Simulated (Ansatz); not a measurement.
# C₂H₆AlCl₃O: a ladder of functionals and wavefunction methods

The task here is to estimate one member of a computed series from the others.

Method: functionals in def2-TZVPP, the program's frozen cores in correlated methods; program: Ansatz 0.2.0, Gaussian basis.

Levels to be run: LDA (SPW92), PBE-D4, revPBE-D4, BLYP-D4, r2SCAN-D4, B97M-V, PBE0-D4, B3LYP-D4, r2SCANh-D4, r2SCAN0-D4, HSE06-D4, BHLYP-D4, CAM-B3LYP-D4, LC-ωPBE, ωB97X-V, ωB97M-V, B2PLYP, PBE-QIDH; CCSD(T)/def2-SVP; MP2/def2-TZVPP; MP2/def2-QZVPP; RPA on PBE.

### The relaxed structure

All runs share one geometry, relaxed beforehand with PBE0-D4 in a triple-zeta def2 set.

SMILES `C[O+](C)[Al-]([Cl])([Cl])[Cl]`, 13 atoms, charge 0, spin multiplicity 1.

Atoms are counted from 1 here; the program's logs count them from 0.

Bond lengths: C1–O2 1.436 Å, C1–H8 1.091 Å, C1–H9 1.092 Å, C1–H10 1.087 Å, O2–C3 1.436 Å, O2–Al4 1.916 Å, C3–H11 1.091 Å, C3–H12 1.092 Å, C3–H13 1.087 Å, Al4–Cl5 2.107 Å, Al4–Cl6 2.107 Å, Al4–Cl7 2.114 Å. Angles: O2–C1–H8 108.3°, O2–C1–H9 109.6°, O2–C1–H10 107.2°, H8–C1–H9 110.8°, H8–C1–H10 110.4°, H9–C1–H10 110.5°, C1–O2–C3 112.4°, C1–O2–Al4 118.3°, C3–O2–Al4 118.3°, O2–C3–H11 108.3°, O2–C3–H12 109.6°, O2–C3–H13 107.2°, H11–C3–H12 110.8°, H11–C3–H13 110.4°, H12–C3–H13 110.5°, O2–Al4–Cl5 102.6°, O2–Al4–Cl6 102.6°, O2–Al4–Cl7 100.4° and more.

Set-up of the first run:

in.yaml reads:

```yaml
crystal:
  periodic: [false, false, false]
  atoms:
    - {symbol: C, position_ang: [0.059992, 0.417789, 1.425210]}
    - {symbol: O, position_ang: [-0.325813, -0.082540, 0.135192]}
    - {symbol: C, position_ang: [-0.062328, -1.487383, -0.007280]}
    - {symbol: Al, position_ang: [-0.073481, 1.048843, -1.390705]}
    - {symbol: Cl, position_ang: [-1.106335, 0.013800, -2.907925]}
    - {symbol: Cl, position_ang: [-0.924781, 2.870209, -0.759853]}
    - {symbol: Cl, position_ang: [2.035213, 1.026887, -1.539701]}
    - {symbol: H, position_ang: [-0.483104, -0.142905, 2.186708]}
    - {symbol: H, position_ang: [1.138101, 0.303578, 1.554361]}
    - {symbol: H, position_ang: [-0.218264, 1.468204, 1.458022]}
    - {symbol: H, position_ang: [-0.603480, -2.018755, 0.776308]}
    - {symbol: H, position_ang: [1.011522, -1.668006, 0.071879]}
    - {symbol: H, position_ang: [-0.427142, -1.784220, -0.987415]}
basis:
  gaussian: {orbitals: def2-TZVPP}
hamiltonian: {xc: lda}
output: {orbitals: {seedname: orbitals}}
```

Launch:

```console
ansatz run in.yaml --threads 4 --pin off --events-out ev --progress --plain --max-ram 11315MiB
```

Among the steps run: LDA; PBE-D4 (GGA); revPBE-D4 (GGA); BLYP-D4 (GGA); r2SCAN-D4 (meta-GGA); B97M-V (meta-GGA); B3LYP-D4 (hybrid); r2SCANh-D4 (hybrid); r2SCAN0-D4 (hybrid); HSE06-D4 (hybrid); BHLYP-D4 (hybrid); CAM-B3LYP-D4 (range-separated); LC-ωPBE (range-separated); ωB97X-V (range-separated); ωB97M-V (range-separated); B2PLYP (double hybrid); PBE-QIDH (double hybrid).

One of the session's tables, all rows but one given; the rest of the session is left out.

It belongs to the step «Frontier levels by functional». 

| functional | HOMO (eV) | gap (eV) |
| --- | --- | --- |
| LDA (SPW92) | -7.25 | 6.17 |
| PBE-D4 | -7.10 | 6.35 |
| revPBE-D4 | -7.04 | 6.44 |
| BLYP-D4 | ? | ? |
| r2SCAN-D4 | -7.46 | 7.14 |
| B97M-V | -7.54 | 7.08 |
| PBE0-D4 | -8.50 | 8.74 |
| B3LYP-D4 | -8.19 | 8.17 |
| r2SCANh-D4 | -7.97 | 8.00 |
| r2SCAN0-D4 | -8.74 | 9.25 |
| HSE06-D4 | -8.09 | 7.96 |
| BHLYP-D4 | -9.72 | 10.79 |
| CAM-B3LYP-D4 | -9.84 | 11.02 |
| LC-ωPBE | -11.30 | 13.78 |
| ωB97X-V | -10.91 | 13.17 |
| ωB97M-V | -10.74 | 12.64 |

**Question.** Estimate the row for BLYP-D4.

Worked estimate for «HOMO (eV)». Against the share of exact exchange, B3LYP-D4 (0.2, -8.19), BHLYP-D4 (0.5, -9.72) give a slope of -5.10 per unit share; at 0 the line stands at -7.17.

The run gave: HOMO (eV): -6.90; gap (eV): 6.28. In «HOMO (eV)» the line misses by -0.27.
